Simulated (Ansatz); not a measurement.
# C₂H₅BS: up Jacob's ladder to CCSD(T)

An exercise on one series of results from a longer session: the logs are not shown, and one member is left open.

Program: Ansatz 0.2.0, Gaussian basis. Level of theory: functionals in def2-TZVPP, the program's frozen cores in correlated methods. These are calculated values, not measurements.

The runs, in order: LDA (SPW92), PBE-D4, revPBE-D4, BLYP-D4, r2SCAN-D4, B97M-V, PBE0-D4, B3LYP-D4, r2SCANh-D4, r2SCAN0-D4, HSE06-D4, BHLYP-D4, CAM-B3LYP-D4, LC-ωPBE, ωB97X-V, ωB97M-V, B2PLYP, PBE-QIDH; CCSD(T)/def2-SVP; CCSD(T)/def2-TZVPP; MP2/def2-QZVPP; extrapolation to the limit; RPA on PBE.

### The geometry

All runs share one geometry, relaxed beforehand with PBE0-D4 in a triple-zeta def2 set.

9 atoms, charge 0, spin multiplicity 1.

Atoms are counted from 1 here; the program's logs count them from 0.

Bond lengths: C1–B2 1.567 Å, C1–H5 1.091 Å, C1–H6 1.099 Å, C1–H7 1.093 Å, B2–C3 1.533 Å, B2–H8 1.200 Å, C3–S4 1.621 Å, C3–H9 1.088 Å. Angles: B2–C1–H5 114.4°, B2–C1–H6 107.2°, B2–C1–H7 111.9°, H5–C1–H6 107.7°, H5–C1–H7 109.1°, H6–C1–H7 106.0°, C1–B2–C3 122.9°, C1–B2–H8 120.7°, C3–B2–H8 116.4°, B2–C3–S4 97.1°, B2–C3–H9 138.4°, S4–C3–H9 124.4°.

The first run:

in.yaml

```yaml
crystal:
  periodic: [false, false, false]
  atoms:
    - {symbol: C, position_ang: [-1.069561, 0.403765, -0.395018]}
    - {symbol: B, position_ang: [0.001122, -0.492380, 0.316433]}
    - {symbol: C, position_ang: [1.457678, -0.055311, 0.506563]}
    - {symbol: S, position_ang: [2.050436, -0.738991, -0.837807]}
    - {symbol: H, position_ang: [-0.656433, 1.254900, -0.938771]}
    - {symbol: H, position_ang: [-1.735837, 0.797119, 0.385405]}
    - {symbol: H, position_ang: [-1.704555, -0.177337, -1.067851]}
    - {symbol: H, position_ang: [-0.305325, -1.550302, 0.793143]}
    - {symbol: H, position_ang: [2.050976, 0.512236, 1.220902]}
basis:
  gaussian: {orbitals: def2-TZVPP}
hamiltonian: {xc: lda}
output: {orbitals: {seedname: orbitals}}
```

Started as:

```sh
$ ansatz run in.yaml --threads 2 --pin off --events-out ev --progress --plain --max-ram 4352MiB
```

Among the steps run: LDA; PBE-D4 (GGA); revPBE-D4 (GGA); BLYP-D4 (GGA); r2SCAN-D4 (meta-GGA); B97M-V (meta-GGA); B3LYP-D4 (hybrid); r2SCANh-D4 (hybrid); r2SCAN0-D4 (hybrid); HSE06-D4 (hybrid); BHLYP-D4 (hybrid); CAM-B3LYP-D4 (range-separated); LC-ωPBE (range-separated); ωB97X-V (range-separated); ωB97M-V (range-separated); B2PLYP (double hybrid); PBE-QIDH (double hybrid).

One table of the session follows, with a row left open; its other results are not shown here.

It belongs to the step «Frontier levels by functional». 

| functional | HOMO (eV) | LUMO (eV) | gap (eV) |
| --- | --- | --- | --- |
| LDA (SPW92) | -5.95 | -3.71 | 2.23 |
| PBE-D4 | -5.83 | -3.52 | 2.31 |
| revPBE-D4 | -5.78 | -3.45 | 2.34 |
| BLYP-D4 | -5.67 | -3.36 | 2.32 |
| r2SCAN-D4 | -6.01 | -3.39 | 2.61 |
| B97M-V | ? | ? | ? |
| PBE0-D4 | -6.96 | -2.58 | 4.38 |
| B3LYP-D4 | -6.73 | -2.77 | 3.97 |
| r2SCANh-D4 | -6.44 | -3.04 | 3.39 |
| r2SCAN0-D4 | -7.08 | -2.51 | 4.57 |
| HSE06-D4 | -6.56 | -2.96 | 3.60 |
| BHLYP-D4 | -7.96 | -1.46 | 6.50 |
| CAM-B3LYP-D4 | -8.23 | -1.39 | 6.84 |
| LC-ωPBE | -9.57 | -0.28 | 9.29 |
| ωB97X-V | -9.23 | -0.33 | 8.90 |
| ωB97M-V | -9.09 | -0.39 | 8.70 |

Q: Estimate the row for B97M-V from the others.

**Answer.** HOMO (eV): -6.05; LUMO (eV): -3.33; gap (eV): 2.73. In the column «HOMO (eV)» it lies between r2SCANh-D4 (-6.44) and r2SCAN-D4 (-6.01).
